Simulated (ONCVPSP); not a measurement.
# Ni: the cost of one run

Method: ONCVPSP 4.0.1.1 (patched build), LDA (Perdew-Wang 92), scalar-relativistic.

## 1. The design

The settings as typed:

- element: nickel (Ni, Z = 28)
- type: optimised norm-conserving Vanderbilt (ONCV)
- frozen core: [Ne]
- valence charge: 18
- reference configuration: 3s2 3p6 3d8 4s2
- partial waves: 3s+4s: rc 1.35 bohr, ncon 5, nbas 8, qcut 10.7 1/bohr, 2 projectors; 3p: rc 0.80 bohr, ncon 4, nbas 7, qcut 11.8 1/bohr, 1 projector; 3d: rc 0.80 bohr, ncon 3, nbas 7, qcut 10.1 1/bohr, 2 projectors, debl 0.4 Ha
- local potential: polynomial inside 0.60 bohr (lpopt 5, dvloc0 0 Ha)
- core correction: Teter function, fcfact 3.75, rcfact 1.05

The outer shells as boxes (Hund's rule for the drawing; the calculation is spin-unpolarised):

```
[Ne] core
3s [↑↓]
3p [↑↓][↑↓][↑↓]
3d [↑↓][↑↓][↑↓][↑ ][↑ ]
4s [↑↓]
```

An earlier all-electron run gives the scale for the radii.

All-electron outer shells of the reference configuration (LDA (PZ), scalar-relativistic, ld1.x):

```tsv
shell	level (eV)	outermost node (bohr)	outermost maximum (bohr)
2p	-844.17	–	0.16
3s	-110.50	0.30	0.64
3p	-71.26	0.27	0.65
3d	-9.14	–	0.63
4s	-5.87	0.92	2.21
4p	-1.34	1.00	3.14
```

## 2. The generation run

Ni.dat

```
# ATOM AND REFERENCE CONFIGURATION
# atsym  z   nc   nv     iexc    psfile
  Ni 28.00    3    4  -001012      upf
#
#   n    l    f
    1    0    2.00
    2    0    2.00
    2    1    6.00
    3    0    2.00
    3    1    6.00
    3    2    8.00
    4    0    2.00
#
# PSEUDOPOTENTIAL AND OPTIMIZATION
# lmax
    2
#
#   l,   rc,      ep,       ncon, nbas, qcut
    0    1.35    0.00    5    8   10.70
    1    0.80    0.00    4    7   11.80
    2    0.80    0.00    3    7   10.10
#
# LOCAL POTENTIAL
# lloc, lpopt,  rc(5),   dvloc0
    4    5    0.60    0.00
#
# VANDERBILT-KLEINMAN-BYLANDER PROJECTORs
# l, nproj, debl
    0    2    3.10
    1    1    3.20
    2    2    0.40
#
# MODEL CORE CHARGE
# icmod, fcfact, rcfact
    3    3.75    1.05
#
# LOG DERIVATIVE ANALYSIS
# epsh1, epsh2, depsh
   -6.00    5.00    0.04
#
# OUTPUT GRID
# rlmax, drl
    6.00    0.01
#
# TEST CONFIGURATIONS
# ncnf
    4
# nvcnf
#   n    l    f
    4
    3    0    2.00
    3    1    6.00
    3    2    8.00
    4    0    1.00
#
    4
    3    0    2.00
    3    1    6.00
    3    2    8.00
    4    0    0.00
#
    4
    3    0    2.00
    3    1    6.00
    3    2    7.00
    4    0    0.00
#
    4
    3    0    2.00
    3    1    6.00
    3    2    8.50
    4    0    1.50
#
```

Started as:

```sh
$ oncvpsp.x < Ni.dat > Ni.out
```

**Question.** How long does this run take on 1 thread of Neoverse-N1, shared host?

About 5.1 s.
